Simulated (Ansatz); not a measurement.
# CH4BFOS: shape, modes and thermochemistry

The task is to find a stationary geometry of CH4BFOS, check the end point by its vibrations and derive ideal-gas thermochemistry.

Program: Ansatz 0.2.0, Gaussian basis. Level of theory: RKS PBE0-D4/def2-TZVP. These are calculated values, not measurements.

Plan: relaxation at PBE0-D4/def2-TZVP; harmonic vibrations at the same level.

1 further run of the same task is left out (set aside as unsound or not needed).

### 1 The starting structure

SMILES `COB(F)S`, 9 atoms, charge 0, spin multiplicity 1.

Atoms are counted from 1 here; the program's logs count them from 0.

Bond lengths: C1–O2 1.404 Å, C1–H6 1.092 Å, C1–H7 1.091 Å, C1–H8 1.095 Å, O2–B3 1.325 Å, B3–F4 1.330 Å, B3–S5 1.819 Å, S5–H9 1.330 Å. Angles: O2–C1–H6 108.3°, O2–C1–H7 108.2°, O2–C1–H8 112.4°, H6–C1–H7 109.3°, H6–C1–H8 109.3°, H7–C1–H8 109.3°, C1–O2–B3 131.2°, O2–B3–F4 114.8°, O2–B3–S5 129.3°, F4–B3–S5 115.9°, B3–S5–H9 97.6°.

Geometry (Å):

```xyz
9
CH4BFOS
C     1.02282   -0.12921    0.71152
O     0.47173   -0.58249   -0.49820
B    -0.68012   -0.30405   -1.09004
F    -0.87650   -0.92487   -2.24934
S    -2.01848    0.79857   -0.54210
H     1.95965    0.38532    0.48898
H     1.22821   -0.99845    1.33881
H     0.35302    0.55258    1.24509
H    -1.46033    1.20259    0.59527
```

The start is a GFN2-xTB geometry.

### 2 Optimising with PBE0-D4/def2-TZVP

The input, in.yaml:

```yaml
crystal:
  periodic: [false, false, false]
  atoms:
    - {symbol: C, position_ang: [1.022820, -0.129210, 0.711520]}
    - {symbol: O, position_ang: [0.471730, -0.582490, -0.498200]}
    - {symbol: B, position_ang: [-0.680120, -0.304050, -1.090040]}
    - {symbol: F, position_ang: [-0.876500, -0.924870, -2.249340]}
    - {symbol: S, position_ang: [-2.018480, 0.798570, -0.542100]}
    - {symbol: H, position_ang: [1.959650, 0.385320, 0.488980]}
    - {symbol: H, position_ang: [1.228210, -0.998450, 1.338810]}
    - {symbol: H, position_ang: [0.353020, 0.552580, 1.245090]}
    - {symbol: H, position_ang: [-1.460330, 1.202590, 0.595270]}
basis:
  gaussian: {orbitals: def2-TZVP}
hamiltonian: {xc: pbe0, dispersion: d4}
relax: {f_tol: 0.005, max_steps: 150}
```

After this run come: Force constants and modes.

**Question.** What will the summary of the whole plan be? Wanted: point group; shift from the start; total energy; dispersion term; dipole moment; lowest, highest wavenumber; zero-point energy.

As calculated:

```
                  quantity            value
               point group               Cs
                     steps               20
shift from the start (rms)          0.521 Å
              total energy   -17373.7430 eV
           dispersion term         -148 meV
             dipole moment           3.20 D
lowest, highest wavenumber   135, 3149 cm⁻¹
         zero-point energy    37.6 kcal/mol
       entropy at 298.15 K  328.0 J/(mol K)
```

In words: The relaxed geometry lies 0.52 Å (rms) from the start; the bond that changed most is O2–B3, from 1.325 to 1.344 Å. All wavenumbers are real, so the end point is a minimum. The stiffest mode, 3149 cm⁻¹, is a C–H stretch, and 2 modes under 200 cm⁻¹ make the vibrational entropy uncertain. Harmonic hybrid wavenumbers usually lie a few per cent above measured fundamentals. The largest Mulliken charge, +0.37 e, sits on B3.
